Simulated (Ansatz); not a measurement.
The system is CsLiCr2Te2S3.

```
CELL_PARAMETERS angstrom
7.05684 0.00000 0.00788
0.00000 3.98060 0.00000
-2.68302 0.00000 8.67869
ATOMIC_POSITIONS crystal
Cs 0.07739 0.00000 0.37706
Li 0.86424 0.50000 0.78883
Cr 0.12646 0.00000 0.94616
Cr 0.59290 0.50000 0.97165
Te 0.50838 0.00000 0.15270
Te 0.55612 0.00000 0.74893
S 0.87426 0.00000 0.68502
S 0.25176 0.50000 0.84402
S 0.96294 0.50000 0.05357
```

The cell was built by a generator and needn't be a form met in nature.

Base run:

| Property | Result |
| --- | --- |
| Program | Ansatz 0.2.0 |
| Functional | PBE |
| Potentials or basis | Ansatz PAW |
| Cutoff | 420 eV |
| Density cutoff | 1680 eV |
| k mesh | 4 × 7 × 3 |
| Occupations | fermi-dirac, width 0.05 eV |
| Spin | collinear spin, ferromagnetic start |
| Starting moments | [0.0, 0.0, 3.0, 3.0, 0.0, 0.0, 0.0, 0.0, 0.0] μB |

Its results: band gap on the k mesh 0.48 eV, indirect (least direct gap 0.77 eV); pressure 0.0 GPa; net moment 6.00 μB per cell; site moments Cs +0.00; Li +0.00; Cr +2.89, +2.69; Te -0.13, -0.04; S -0.03, -0.10, -0.05 μB; largest force 0.009 eV/Å.

Problem. The run is repeated on the same cell with these changes: functional from PBE to revPBE. What comes out?

Solution. Band gap on the k mesh 0.49 eV, indirect (least direct gap 0.79 eV); pressure 1.4 GPa; net moment 6.00 μB per cell; site moments Cs +0.00; Li +0.00; Cr +2.92, +2.71; Te -0.14, -0.04; S -0.03, -0.11, -0.06 μB; largest force 0.122 eV/Å.

revPBE binds less tightly than PBE, so the same cell stands under more pressure.

Caveats: spin-orbit coupling is left out, which moves the levels of the heavy elements; only a ferromagnetic start was run, and an antiferromagnetic order may lie lower in energy; the potentials were made for another functional, which shifts forces and pressure (some runs); the PAW data sets come from PBE, with cores solved anew for the run's functional, which leaves a small shift of forces and pressure (some runs).

Not every run made on this cell is shown here.
